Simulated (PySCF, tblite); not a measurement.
# C₃H₇BO₂: dynamics, then NMR shifts and electronic excitations on frames, part 2 of 2

tblite 0.8.0 and PySCF 2.14.0. Atoms count from 0. The steps go on from the part before.

### Step 8. Ultraviolet spectrum: 625 fs, PBE0/def2-SVPD

What the job is given:

```
{"job": {"kind": "uv", "xc": "PBE0", "basis": "def2-SVPD", "nstates": 5, "ntriplets": 0}, "charge": 0, "multiplicity": 1}
C     -0.104900    -0.634900     2.134100
C     -0.682100    -0.407500     0.955700
C     -2.158700    -0.768300     0.734500
B      0.118200    -0.060800    -0.381300
O     -0.507300    -0.167000    -1.524600
O      1.411300     0.344000    -0.474000
H     -0.606200    -0.988700     2.972200
H      0.989000    -0.353000     2.379100
H     -2.382400    -1.422000     1.572600
H     -2.279400    -1.319800    -0.152400
H     -2.652500     0.239700     0.668300
H     -0.035400     0.255800    -2.224400
H      1.782300     0.445400     0.384400
```

With the program's defaults for keys left out, this is: TDDFT PBE0/def2-SVPD, vertical, gas phase, core orbitals frozen in the response.

Log:

```text
coarse grid: 10856 points
cycle   1  E = -293.1824530379  dE =  7.511e-01  |g| = 8.309e-01  |ddm| = 5.430e+00
cycle   2  E = -293.0636640761  dE =  1.188e-01  |g| = 1.156e+00  |ddm| = 1.917e+00
cycle   3  E = -293.3178541138  dE = -2.542e-01  |g| = 8.305e-02  |ddm| = 1.050e+00
cycle   4  E = -293.3192369039  dE = -1.383e-03  |g| = 3.518e-02  |ddm| = 1.484e-01
cycle   5  E = -293.3195418237  dE = -3.049e-04  |g| = 1.139e-02  |ddm| = 6.492e-02
cycle   6  E = -293.3195724827  dE = -3.066e-05  |g| = 3.730e-03  |ddm| = 2.104e-02
cycle   7  E = -293.3195760471  dE = -3.564e-06  |g| = 5.612e-04  |ddm| = 6.328e-03
final grid: 104856 points
cycle   8  E = -293.3740173953  dE = -4.680e-05  |g| = 8.391e-03  |ddm| = 1.490e-01
cycle   9  E = -293.3740062479  dE =  1.115e-05  |g| = 1.132e-02  |ddm| = 2.318e-02
cycle  10  E = -293.3740333251  dE = -2.708e-05  |g| = 8.660e-04  |ddm| = 1.187e-02
cycle  11  E = -293.3740334809  dE = -1.558e-07  |g| = 2.249e-04  |ddm| = 1.296e-03
cycle  12  E = -293.3740334900  dE = -9.096e-09  |g| = 1.168e-04  |ddm| = 5.430e-04
cycle  13  E = -293.3740334933  dE = -3.300e-09  |g| = 2.762e-05  |ddm| = 2.082e-04
cycle  14  E = -293.3740334934  dE = -1.919e-10  |g| = 6.440e-06  |ddm| = 5.803e-05
converged SCF energy = -293.3740334934

Static polarisability (au): isotropic 58.752, principal 43.099 61.624 71.534

Singlet excitations
state   eV       nm        f      main configurations
  1   6.3291    195.9   0.03580   H-1->L 0.78, H->L 0.20
  2   6.5878    188.2   0.08440   H->L+1 0.57, H->L 0.28, H-1->L 0.11
  3   6.6535    186.3   0.16109   H->L 0.48, H->L+1 0.39, H-1->L 0.10
  4   7.6025    163.1   0.00692   H->L+2 0.92
  5   7.6820    161.4   0.00509   H-1->L+1 0.95
```

It took 16 s on 1 thread of Arm Neoverse V1, shared host; peak memory 0.74 GiB.

In short: HOMO -7.61 eV, LUMO -0.59 eV; lowest singlet 6.33 eV.

### Step 9. NMR shieldings: 800 fs, PBE0/pcSseg-1

What the job is given:

```
{"job": {"kind": "nmr", "xc": "PBE0", "basis": "pcSseg-1", "pop": false}, "charge": 0, "multiplicity": 1}
C      0.141000    -0.999700     1.660000
C     -0.587500    -0.513400     0.683600
C     -2.122200    -0.693500     0.773300
B     -0.040700     0.163600    -0.651700
O     -0.648800    -0.000900    -1.813800
O      1.007100     0.998500    -0.640600
H     -0.276800    -1.311500     2.563100
H      1.196900    -1.109400     1.507400
H     -2.484800    -0.619700     1.821300
H     -2.424000    -1.692200     0.360800
H     -2.645700     0.092800     0.230100
H     -0.336500     0.422500    -2.652200
H      1.459700     1.136600     0.199100
```

With the program's defaults for keys left out, this is: GIAO PBE0/pcSseg-1 NMR shielding, non-relativistic, gas phase.

Log:

```text
coarse grid: 10856 points
cycle   1  E = -293.3431199005  dE =  7.516e-01  |g| = 8.784e-01  |ddm| = 3.060e+00
cycle   2  E = -293.2450402391  dE =  9.808e-02  |g| = 1.168e+00  |ddm| = 1.307e+00
cycle   3  E = -293.4866256095  dE = -2.416e-01  |g| = 8.256e-02  |ddm| = 7.834e-01
cycle   4  E = -293.4879903112  dE = -1.365e-03  |g| = 2.875e-02  |ddm| = 8.276e-02
cycle   5  E = -293.4881955828  dE = -2.053e-04  |g| = 5.645e-03  |ddm| = 2.612e-02
cycle   6  E = -293.4882013681  dE = -5.785e-06  |g| = 2.782e-03  |ddm| = 6.684e-03
final grid: 104856 points
cycle   7  E = -293.5428358390  dE = -3.682e-05  |g| = 9.577e-03  |ddm| = 2.232e-02
cycle   8  E = -293.5428187643  dE =  1.707e-05  |g| = 1.320e-02  |ddm| = 1.481e-02
cycle   9  E = -293.5428553965  dE = -3.663e-05  |g| = 1.226e-03  |ddm| = 8.912e-03
cycle  10  E = -293.5428557695  dE = -3.730e-07  |g| = 3.065e-04  |ddm| = 1.243e-03
cycle  11  E = -293.5428557883  dE = -1.885e-08  |g| = 1.239e-04  |ddm| = 2.828e-04
cycle  12  E = -293.5428557913  dE = -3.004e-09  |g| = 2.097e-05  |ddm| = 8.690e-05
cycle  13  E = -293.5428557914  dE = -9.959e-11  |g| = 5.576e-06  |ddm| = 2.135e-05
converged SCF energy = -293.5428557914

GIAO shielding tensors (ppm)
atom      isotropic    diamagn.    paramagn.     s11        s22        s33       span
  0 C       59.212     255.360    -196.148    -62.216     81.837    158.015    220.231
  1 C       32.659     261.314    -228.655    -85.117     12.008    171.087    256.204
  2 C      157.148     245.066     -87.918    138.783    150.040    182.620     43.837
  3 B       77.467     193.982    -116.515     64.884     69.951     97.565     32.681
  4 O      220.498     387.088    -166.590    137.819    248.846    274.830    137.011
  5 O      208.661     389.886    -181.225    105.124    239.876    280.983    175.858
  6 H       26.296      32.525      -6.228     22.622     26.141     30.126      7.504
  7 H       26.303      33.414      -7.111     22.444     25.384     31.082      8.638
  8 H       29.464      28.445       1.019     26.223     28.109     34.061      7.839
  9 H       28.794      27.203       1.591     25.851     26.273     34.258      8.408
 10 H       29.591      29.467       0.124     25.344     29.613     33.817      8.473
 11 H       26.361      29.332      -2.971     21.007     21.911     36.167     15.160
 12 H       27.340      33.253      -5.914     21.278     24.748     35.993     14.715
```

Run time: 11 s. Hardware: 1 thread of Arm Neoverse V1, shared host; peak memory 0.67 GiB.

This run: δ C1 154.3, C0 127.7, C2 29.8, B3 22.6, H6 5.42, H7 5.41 ppm.

### Step 10. Excited states and response: 800 fs, PBE0/def2-SVPD

Same as in step 9 but for these lines:

```diff
@@ -1,2 +1,2 @@
-{"job": {"kind": "nmr", "xc": "PBE0", "basis": "pcSseg-1", "pop": false}, "charge": 0, "multiplicity": 1}
+{"job": {"kind": "uv", "xc": "PBE0", "basis": "def2-SVPD", "nstates": 5, "ntriplets": 0}, "charge": 0, "multiplicity": 1}
 C      0.141000    -0.999700     1.660000
```

Level: TDDFT PBE0/def2-SVPD, vertical, gas phase, core orbitals frozen in the response.

Log:

```text
coarse grid: 10856 points
cycle   1  E = -293.1851878490  dE =  7.001e-01  |g| = 8.342e-01  |ddm| = 5.344e+00
cycle   2  E = -293.0615909997  dE =  1.236e-01  |g| = 1.171e+00  |ddm| = 1.996e+00
cycle   3  E = -293.3232534167  dE = -2.617e-01  |g| = 8.552e-02  |ddm| = 1.086e+00
cycle   4  E = -293.3247338160  dE = -1.480e-03  |g| = 3.311e-02  |ddm| = 1.561e-01
cycle   5  E = -293.3250152527  dE = -2.814e-04  |g| = 7.911e-03  |ddm| = 6.065e-02
cycle   6  E = -293.3250274175  dE = -1.216e-05  |g| = 3.860e-03  |ddm| = 1.603e-02
cycle   7  E = -293.3250312780  dE = -3.860e-06  |g| = 4.732e-04  |ddm| = 6.290e-03
final grid: 104856 points
cycle   8  E = -293.3789589345  dE = -4.024e-05  |g| = 8.662e-03  |ddm| = 9.109e-02
cycle   9  E = -293.3789464872  dE =  1.245e-05  |g| = 1.177e-02  |ddm| = 2.458e-02
cycle  10  E = -293.3789761752  dE = -2.969e-05  |g| = 9.827e-04  |ddm| = 1.264e-02
cycle  11  E = -293.3789763820  dE = -2.067e-07  |g| = 2.352e-04  |ddm| = 1.339e-03
cycle  12  E = -293.3789763927  dE = -1.078e-08  |g| = 1.156e-04  |ddm| = 5.626e-04
cycle  13  E = -293.3789763960  dE = -3.277e-09  |g| = 2.562e-05  |ddm| = 1.873e-04
cycle  14  E = -293.3789763962  dE = -1.560e-10  |g| = 6.219e-06  |ddm| = 5.626e-05
converged SCF energy = -293.3789763962

Static polarisability (au): isotropic 59.093, principal 45.420 61.835 70.025

Singlet excitations
state   eV       nm        f      main configurations
  1   6.2966    196.9   0.11618   H->L 0.70, H-1->L 0.24
  2   6.5484    189.3   0.01178   H->L+1 0.90
  3   6.8503    181.0   0.08990   H-1->L 0.67, H->L 0.23
  4   7.4356    166.7   0.03913   H->L+2 0.91
  5   7.7221    160.6   0.01684   H->L+3 0.48, H-1->L+1 0.48
```

Run time: 17 s. Hardware: 1 thread of Arm Neoverse V1, shared host; peak memory 0.74 GiB.

In short: HOMO -7.47 eV, LUMO -0.38 eV; lowest singlet 6.30 eV.

### Step 11. Nuclear shieldings: 1000 fs, PBE0/pcSseg-1

What the job is given:

```
{"job": {"kind": "nmr", "xc": "PBE0", "basis": "pcSseg-1", "pop": false}, "charge": 0, "multiplicity": 1}
C      0.250200    -0.781500     1.775600
C     -0.674100    -0.645200     0.848100
C     -2.064900    -1.174900     1.170500
B     -0.374900    -0.187400    -0.616400
O     -1.288600    -0.578100    -1.558800
O      0.699600     0.529100    -1.043300
H      0.071400    -1.370600     2.673700
H      1.316600    -0.662900     1.545300
H     -2.192300    -1.299300     2.274500
H     -2.398800    -2.173300     0.876200
H     -2.831100    -0.443900     0.787200
H     -1.213400    -0.209200    -2.401100
H      1.236300     0.713000    -0.317700
```

Method: GIAO PBE0/pcSseg-1 NMR shielding, non-relativistic, gas phase.

Log:

```text
coarse grid: 10856 points
cycle   1  E = -293.3441628778  dE =  7.666e-01  |g| = 8.754e-01  |ddm| = 3.069e+00
cycle   2  E = -293.2396425775  dE =  1.045e-01  |g| = 1.175e+00  |ddm| = 1.288e+00
cycle   3  E = -293.4841380329  dE = -2.445e-01  |g| = 8.548e-02  |ddm| = 7.742e-01
cycle   4  E = -293.4855926412  dE = -1.455e-03  |g| = 3.274e-02  |ddm| = 8.631e-02
cycle   5  E = -293.4858338104  dE = -2.412e-04  |g| = 1.049e-02  |ddm| = 2.959e-02
cycle   6  E = -293.4858559792  dE = -2.217e-05  |g| = 4.005e-03  |ddm| = 1.088e-02
cycle   7  E = -293.4858597626  dE = -3.783e-06  |g| = 6.725e-04  |ddm| = 3.370e-03
final grid: 104856 points
cycle   8  E = -293.5399934634  dE = -3.110e-05  |g| = 8.569e-03  |ddm| = 2.019e-02
cycle   9  E = -293.5399818678  dE =  1.160e-05  |g| = 1.158e-02  |ddm| = 1.406e-02
cycle  10  E = -293.5400096689  dE = -2.780e-05  |g| = 8.883e-04  |ddm| = 7.893e-03
cycle  11  E = -293.5400098269  dE = -1.580e-07  |g| = 2.260e-04  |ddm| = 6.875e-04
cycle  12  E = -293.5400098364  dE = -9.501e-09  |g| = 1.208e-04  |ddm| = 2.574e-04
cycle  13  E = -293.5400098400  dE = -3.573e-09  |g| = 2.009e-05  |ddm| = 1.093e-04
cycle  14  E = -293.5400098400  dE = -8.856e-11  |g| = 3.990e-06  |ddm| = 1.743e-05
converged SCF energy = -293.5400098400

GIAO shielding tensors (ppm)
atom      isotropic    diamagn.    paramagn.     s11        s22        s33       span
  0 C       51.374     255.315    -203.940    -64.835     71.394    147.565    212.400
  1 C       35.478     259.377    -223.899    -84.871     18.201    173.105    257.976
  2 C      157.513     241.819     -84.305    135.209    150.150    187.181     51.973
  3 B       74.204     194.031    -119.826     60.211     69.194     93.208     32.997
  4 O      228.036     386.188    -158.152    127.818    259.238    297.053    169.235
  5 O      234.927     390.021    -155.094    111.236    277.543    316.001    204.765
  6 H       25.584      30.844      -5.260     22.905     24.651     29.195      6.290
  7 H       25.954      32.907      -6.953     23.168     24.715     29.978      6.810
  8 H       29.398      27.804       1.594     25.698     28.500     33.995      8.296
  9 H       29.075      27.335       1.741     25.357     27.429     34.440      9.083
 10 H       28.729      27.127       1.602     24.463     27.912     33.811      9.348
 11 H       28.738      33.155      -4.417     22.760     24.206     39.249     16.489
 12 H       28.597      36.239      -7.641     21.334     26.478     37.980     16.645
```

It took 10 s on 1 thread of Arm Neoverse V1, shared host; peak memory 0.67 GiB.

In short: δ C1 151.4, C0 135.6, C2 29.4, B3 25.9, H6 6.13, H7 5.76 ppm.

### Step 12. Ultraviolet spectrum: 1000 fs, PBE0/def2-SVPD

Same as in step 11 but for these lines:

```diff
@@ -1,2 +1,2 @@
-{"job": {"kind": "nmr", "xc": "PBE0", "basis": "pcSseg-1", "pop": false}, "charge": 0, "multiplicity": 1}
+{"job": {"kind": "uv", "xc": "PBE0", "basis": "def2-SVPD", "nstates": 5, "ntriplets": 0}, "charge": 0, "multiplicity": 1}
 C      0.250200    -0.781500     1.775600
```

Method: TDDFT PBE0/def2-SVPD, vertical, gas phase, core orbitals frozen in the response.

Log:

```text
coarse grid: 10856 points
cycle   1  E = -293.1873375145  dE =  7.145e-01  |g| = 8.303e-01  |ddm| = 5.337e+00
cycle   2  E = -293.0605390367  dE =  1.268e-01  |g| = 1.172e+00  |ddm| = 1.950e+00
cycle   3  E = -293.3217836575  dE = -2.612e-01  |g| = 8.623e-02  |ddm| = 1.101e+00
cycle   4  E = -293.3232655346  dE = -1.482e-03  |g| = 3.663e-02  |ddm| = 1.555e-01
cycle   5  E = -293.3235864114  dE = -3.209e-04  |g| = 1.142e-02  |ddm| = 6.365e-02
cycle   6  E = -293.3236151913  dE = -2.878e-05  |g| = 3.890e-03  |ddm| = 1.956e-02
cycle   7  E = -293.3236189637  dE = -3.772e-06  |g| = 5.097e-04  |ddm| = 6.616e-03
final grid: 104856 points
cycle   8  E = -293.3770907040  dE = -3.579e-05  |g| = 7.968e-03  |ddm| = 1.166e-01
cycle   9  E = -293.3770796768  dE =  1.103e-05  |g| = 1.088e-02  |ddm| = 2.122e-02
cycle  10  E = -293.3771056065  dE = -2.593e-05  |g| = 8.142e-04  |ddm| = 1.174e-02
cycle  11  E = -293.3771057453  dE = -1.388e-07  |g| = 1.960e-04  |ddm| = 1.136e-03
cycle  12  E = -293.3771057526  dE = -7.320e-09  |g| = 9.362e-05  |ddm| = 4.490e-04
cycle  13  E = -293.3771057547  dE = -2.152e-09  |g| = 2.649e-05  |ddm| = 1.720e-04
cycle  14  E = -293.3771057549  dE = -1.700e-10  |g| = 4.138e-06  |ddm| = 5.508e-05
converged SCF energy = -293.3771057549

Static polarisability (au): isotropic 59.114, principal 43.477 62.594 71.272

Singlet excitations
state   eV       nm        f      main configurations
  1   6.4484    192.3   0.21389   H->L 0.86, H-1->L 0.10
  2   6.6406    186.7   0.03920   H-1->L 0.88, H->L 0.09
  3   6.7878    182.7   0.00944   H->L+1 0.96
  4   7.5248    164.8   0.04093   H-2->L 0.95
  5   7.5710    163.8   0.00032   H-3->L 0.93
```

Wall time 20 s (1 thread of Arm Neoverse V1, shared host); peak memory 0.74 GiB.

Key values: HOMO -7.74 eV, LUMO -0.78 eV; lowest singlet 6.45 eV.

### Step 13. Comparing the runs: NMR shifts

Shifts (ppm) of some atoms, chosen among heavy atoms and hydrogens apart, with basis size and wall time:

```
  frame     C1     C0    C2   H11   H10     O4     O5  functions  time
 250 fs  146.6  126.5  23.8  3.97  2.31  118.9  111.6        137  10 s
 425 fs  153.9  137.4  34.7  3.98  1.74  123.5  114.7        137  10 s
 625 fs  154.1  132.9  29.0  3.76  3.20  116.0   97.7        137  10 s
 800 fs  154.3  127.7  29.8  5.36  2.13  115.6  127.4        137  11 s
1000 fs  151.4  135.6  29.4  2.98  2.99  108.0  101.2        137  10 s
```

### Step 14. Side by side: electronic excitations

Excitations and ground-state properties, with basis size and wall time:

```
  frame  lowest singlet (eV)  brightest (eV)      f  gap (eV)  α (Å³)  μ (D)  functions  time
 250 fs                 6.38            6.38  0.180      6.98    8.85   1.09        182  17 s
 425 fs                 6.13            6.13  0.163      6.73    8.93   1.27        182  16 s
 625 fs                 6.33            6.65  0.161      7.02    8.71   0.97        182  16 s
 800 fs                 6.30            6.30  0.116      7.09    8.76   0.85        182  17 s
1000 fs                 6.45            6.45  0.214      6.95    8.76   0.89        182  20 s
```

### Step 15. Outcome

This closing draws on all 2 parts.

```
                                           quantity                                         value
                                         thermostat                                         300 K
                      mean temperature, second half                                         302 K
            mean potential energy above the minimum                                       0.45 eV
     13C shifts against TMS (PBE0/pcSseg-1, 250 fs)                        146.6, 126.5, 23.8 ppm
      1H shifts against TMS (PBE0/pcSseg-1, 250 fs)  6.34, 5.17, 3.97, 3.88, 2.49, 2.36, 2.31 ppm
11B shifts against BF3·OEt2 (PBE0/pcSseg-1, 250 fs)                                      27.2 ppm
     17O shifts against H2O (PBE0/pcSseg-1, 250 fs)                              118.9, 111.6 ppm
            lowest singlet (PBE0/def2-SVPD, 250 fs)                   6.38 eV (194 nm), f = 0.180
                           range of the shift of O5                             97.7 to 127.4 ppm
                        range of the lowest singlet                               6.13 to 6.45 eV
```

In words: In the second half the potential energy averages 0.45 eV above the minimum; equipartition over 33 harmonic modes at 300 K would give 0.43 eV. With 13 atoms the temperature swings widely (194 to 443 K). Shifts at one fixed geometry are not the observed spectrum, which averages over the motion. In the first frame run (250 fs): The widest tensor belongs to C1: span 248 ppm, with a paramagnetic part of -220 ppm. The lowest singlet, at 6.38 eV, is HOMO→LUMO 0.80, HOMO−1→LUMO 0.10 and is bright. Across the 5 runs the shift of O5 moves most, between 97.7 (625 fs) and 127.4 ppm (800 fs). The lowest singlet runs from 6.13 eV (425 fs) to 6.45 eV (1000 fs), while the orbital gap spans 6.73 to 7.09 eV. The lowest state need not be the same one in every run.
